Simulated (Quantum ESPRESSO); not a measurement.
Runs of Quantum ESPRESSO 7.5 on CsRu. The structure is trigonal, space group R-3m (No. 166). The conventional cell has a = 3.594 Å, b = 3.594 Å, c = 17.210 Å, α = 90.00°, β = 90.00°, γ = 120.00°. Cs (site symmetry -3m) is surrounded by 6 Ru at 3.54 Å and 6 Cs at 3.59 Å. Ru (site symmetry -3m) has 6 Cs at 3.54 Å and 6 Ru at 3.59 Å as nearest neighbours. The cell was built by a generator and needn't be a form met in nature.

```csv
task,level,potentials or basis,cutoff (eV),smearing,dos occupations,rVV10 parameter b,form of the LDA correlation,gap on the mesh (eV),pressure (GPa)
projected density of states,PBE+D3(BJ),JTH 2.0 LDA,490,cold 0.2 eV,tetrahedra_opt,-,-,none,-5.6
single point,PBE,SSSP 1.3 efficiency PBE,816,fermi-dirac 0.05 eV,-,-,-,none,(a)
band structure,PBE+rVV10,PseudoDojo 0.4.1 SR PBEsol standard,1143,cold 0.1 eV,-,6.3,-,none,-6.9
single point,LDA,GBRV 1.5 LDA,612,cold 0.05 eV,-,-,PZ81,none,-8.9
```

Alike in all rows: no spin polarisation; cell as given; k mesh 9 × 9 × 9.

Problem. Fill in the values left out.

Solution. (a) -4.7.

Caveats: the potentials were made for another functional, which shifts forces and pressure (some runs); pairwise dispersion overbinds metals, which lowers pressure and volume (some runs); the cutoff is low for these files, which shifts pressure and relaxed volume (some runs); rVV10's parameter b was fitted to another functional (some runs); spin-orbit coupling is left out, which moves the levels of the heavy elements (some runs).

A k mesh can miss the band edges, and the runs leave out spin-orbit coupling on Cs, Ru.

A gap of «none» marks a metal or a gap under the smearing width.
